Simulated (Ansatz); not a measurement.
**ZrPt: LAPW beside PAW**

The same cell of ZrPt is computed with LAPW, all electrons, PAW on the default files and datasets made for this crystal, to set the results side by side.

Program: Ansatz 0.2.0. Level of theory: DFT LDA, scalar-relativistic. These are calculated values, not measurements.

## 1. The structure to begin with

It takes space group Cmcm (No. 63, orthorhombic). Conventional cell: a = 3.433 Å, b = 10.407 Å, c = 4.282 Å, α = 90.00°, β = 90.00°, γ = 90.00°. Zr (site symmetry m2m) is surrounded by 7 Pt at 2.77 to 2.98 Å. Pt (site symmetry m2m) is surrounded by 7 Zr at 2.77 to 2.98 Å and 2 Pt at 2.88 Å.

Coordinates:

```
Zr Pt
1.0
     1.71666   -5.20341    0.00000
     1.71666    5.20341    0.00000
     0.00000    0.00000    4.28243
Zr Pt
2 2
Direct
  0.85875 0.14125 0.75000
  0.14125 0.85875 0.25000
  0.59226 0.40774 0.75000
  0.40774 0.59226 0.25000
```

Structure from a Materials Project entry, not relaxed further.

Atoms are numbered in the order of the input: Zr1, Zr2, Pt3, Pt4.

## 2. LAPW, all electrons

The input, input.yaml:

```yaml
crystal:
  lattice:
    - [1.71666256, -5.203407515, 0.0]
    - [1.71666256, 5.203407515, 0.0]
    - [0.0, 0.0, 4.2824315]
  atoms:
    - { symbol: Zr, position: [0.85874984, 0.14125016, 0.75] }
    - { symbol: Zr, position: [0.14125016, 0.85874984, 0.25] }
    - { symbol: Pt, position: [0.59226488, 0.40773512, 0.75] }
    - { symbol: Pt, position: [0.40773512, 0.59226488, 0.25] }
kpoints:
  mp_grid: { grid: [11, 11, 9] }
  band_path:
    path:
      - [0.0, 0.0, 0.0]
      - [-0.5, 0.5, 0.0]
      - [-0.2772103545, 0.7227896455, 0.0]
      - [0.2772103545, 0.2772103545, 0.0]
      - [0.0, 0.0, 0.0]
      - [0.0, 0.0, 0.5]
      - [0.2772103545, 0.2772103545, 0.5]
      - [-0.2772103545, 0.7227896455, 0.5]
      - [-0.5, 0.5, 0.5]
    npoints: 14
scf:
  occupations: { method: fermi_dirac, width: 0.05 }
hamiltonian:
  xc: lda
  pseudopotentials: { kind: all_electron, lapw: { basis_error: 0.001 } }
output:
  forces: true
  stress: true
  eigenvalues: true
  populations: true
  dos: { projected: true, de: 0.2, e_range: [-14, 8] }
```

Launch:

```
> ansatz run input.yaml --threads 1 --pin off --max-ram 4096MiB --backend cpu --events-out ev --progress --plain --runs-dir out
```

## 3. PAW on the default files

input.yaml: that of step 2 with these lines changed.

```diff
@@ -28,3 +28,3 @@
   xc: lda
-  pseudopotentials: { kind: all_electron, lapw: { basis_error: 0.001 } }
+  pseudopotentials: { kind: paw }
 output:
@@ -33,3 +33,9 @@
   eigenvalues: true
+  efg: { contact_densities: true }
   populations: true
+  bader: true
   dos: { projected: true, de: 0.2, e_range: [-14, 8] }
+  write_density: true
+  write_potential: true
+  elf: true
+  volumetric_format: npy
```

## 4. Datasets made for this crystal

input.yaml: that of step 3 with these lines changed.

```diff
@@ -23,3 +23,3 @@
       - [-0.5, 0.5, 0.5]
-    npoints: 14
+    npoints: 8
 scf:
@@ -28,3 +28,3 @@
   xc: lda
-  pseudopotentials: { kind: paw }
+  pseudopotentials: { kind: all_electron, datasets: crystal }
 output:
@@ -34,8 +34 @@
   efg: { contact_densities: true }
-  populations: true
-  bader: true
-  dos: { projected: true, de: 0.2, e_range: [-14, 8] }
-  write_density: true
-  write_potential: true
-  elf: true
-  volumetric_format: npy
```

(Steps that only read results are left out.)

Before running it: what results should come out? Wanted: pressure; gap; largest force; Bader charges; highest ELF.

The runs gave:

| quantity | value |
| --- | --- |
| pressure | LAPW -7.58, PAW -7.61, crystal datasets -7.58 GPa |
| gap (LAPW) | none |
| largest force | LAPW 0.080, PAW 0.079, crystal datasets 0.080 eV/Å |
| Bader charges (PAW) | Zr1 +1.63, Pt3 -1.63 e |
| highest ELF (PAW) | 0.54, 1.59 Å from Pt |

In words: The pressure of -7.6 GPa pushes the cell to shrink, with the atoms held in place. Bands cross the Fermi level: the crystal is a metal at this level. Zr 4d carries the largest share, 73 %, of the projected states within 0.3 eV of the Fermi level. The projection holds only the free atom's occupied shells (Zr 5s, Zr 4d, Pt 6s, Pt 5d in this range). The field gradient at Pt3, the largest by crystal datasets, is 23.42 by PAW and 24.25 by crystal datasets (10²¹ V/m²), within 5 %. No spin–orbit coupling: at heavy atoms the gradients can be off by tens of per cent for that reason. In pressure, PAW differs from LAPW by -0.03 GPa. The forces differ by at most 1 meV/Å in a component, on a largest force of 0.080 eV/Å. LAPW took about 7 times as long as PAW (8 min against 71 s, on a shared host and with the outputs that each input asks for). Spin-orbit coupling is left out, though the cell holds Pt; in elements this heavy it can shift bands and gaps by tenths of an eV.
